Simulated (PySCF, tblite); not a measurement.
**C₇H₁₆AlP: geometry, infrared bands and NMR shifts**

Aim: predict the infrared bands and NMR shifts of C₇H₁₆AlP (`C=C[P@+]([AlH3-])(CC)C(=C)C`).

Programs: tblite 0.8.0 and PySCF 2.14.0, with density-fitted response routines of our own. Each step states its level of theory. These are calculated values for one molecule in the gas phase, unless marked as measured. Atoms are numbered from 0 throughout.

### 1 Starting geometry

25 atoms, charge 0, multiplicity 1; geometry from: force field or distance geometry start.

Bonds of the start (Å): C0–C1 1.36, C1–P2 1.81, P2–Al3 2.26, P2–C4 1.80, C4–C5 1.51, P2–C6 1.79, C6–C7 1.32, C6–C8 1.49, C0–H9 1.09, C0–H10 1.08, C1–H11 1.07, Al3–H12 1.60, Al3–H13 1.58, Al3–H14 1.60, C4–H15 1.13, C4–H16 1.11, C5–H17 1.12, C5–H18 1.11, C5–H19 1.08, C7–H20 1.08, C7–H21 1.10, C8–H22 1.12, C8–H23 1.11, C8–H24 1.11.

### 2 Geometry optimisation with GFN2-xTB

Job settings and geometry (Å):

```
{"job": {"kind": "relax", "xc": "GFN2-xTB", "basis": "xTB"}, "charge": 0, "multiplicity": 1}
C      2.526400    -0.662900    -1.627100
C      1.228300    -0.270300    -1.665400
P      0.259300    -0.216000    -0.136700
Al     1.743800    -0.305200     1.570000
C     -0.889900    -1.596700    -0.175600
C     -1.978500    -1.551000     0.864000
C     -0.689100     1.296500    -0.191500
C     -1.829300     1.287200    -0.855300
C     -0.218600     2.531400     0.497900
H      3.010400    -0.948100    -0.697200
H      3.022500    -0.667600    -2.585300
H      0.786600    -0.003100    -2.604600
H      2.472800    -1.729700     1.544500
H      1.117500     0.010500     2.981200
H      2.877300     0.786600     1.283500
H     -1.421600    -1.553200    -1.167000
H     -0.376300    -2.579100    -0.159900
H     -1.520800    -1.539200     1.887300
H     -2.512900    -2.528500     0.827800
H     -2.688200    -0.739300     0.743900
H     -2.497900     2.123400    -0.962400
H     -2.138700     0.350200    -1.345200
H      0.020600     3.318900    -0.262800
H      0.702800     2.296600     1.080100
H     -1.017500     2.912500     1.164800
```

Run with:

```sh
OMP_NUM_THREADS=1 python probes_run.py task.json out
```

One launch serves the whole session: the jobs run in the order shown.

**Question.** This job is followed by: GFN2-xTB harmonic vibrations, gas phase; GIAO PBE0/pcSseg-1 NMR shielding, non-relativistic, gas phase. What will the session give for the following? strongest single infrared mode (GFN2-xTB); zero-point energy (GFN2-xTB); 13C shifts against TMS (PBE0/pcSseg-1); 1H shifts against TMS (PBE0/pcSseg-1, means over atoms taken as alike); 31P shifts against H3PO4 (PBE0/pcSseg-1); 27Al shifts against AlH4- (PBE0/pcSseg-1).

As calculated:

```
                                                              quantity                                                           value
                             strongest single infrared mode (GFN2-xTB)                                            737 cm⁻¹, 514 km/mol
                                          zero-point energy (GFN2-xTB)                                                  122.3 kcal/mol
                                13C shifts against TMS (PBE0/pcSseg-1)                148.3, 147.8, 141.8, 125.7, 28.5, 22.7, 11.4 ppm
1H shifts against TMS (PBE0/pcSseg-1, means over atoms taken as alike)  6.98, 6.54, 6.30, 6.06, 5.58, 3.93, 2.37, 2.18, 1.83, 1.33 ppm
                              31P shifts against H3PO4 (PBE0/pcSseg-1)                                                       -22.3 ppm
                             27Al shifts against AlH4- (PBE0/pcSseg-1)                                                        27.4 ppm
```

What this shows: The optimisation took 199 steps and gained 0.999 eV; among the close pairs (by a distance rule), P2–Al3 changed most, from 2.264 to 2.471 Å. No mode is imaginary among the 69: a minimum at this level. The strongest single mode, at 737 cm⁻¹, has its largest shares on H13, H12, H14 and P2 (the list is cut at 4 atoms). GFN2-xTB is a fitted tight-binding method: band positions and strengths are rough. Its intensities can rank the bands wrongly.
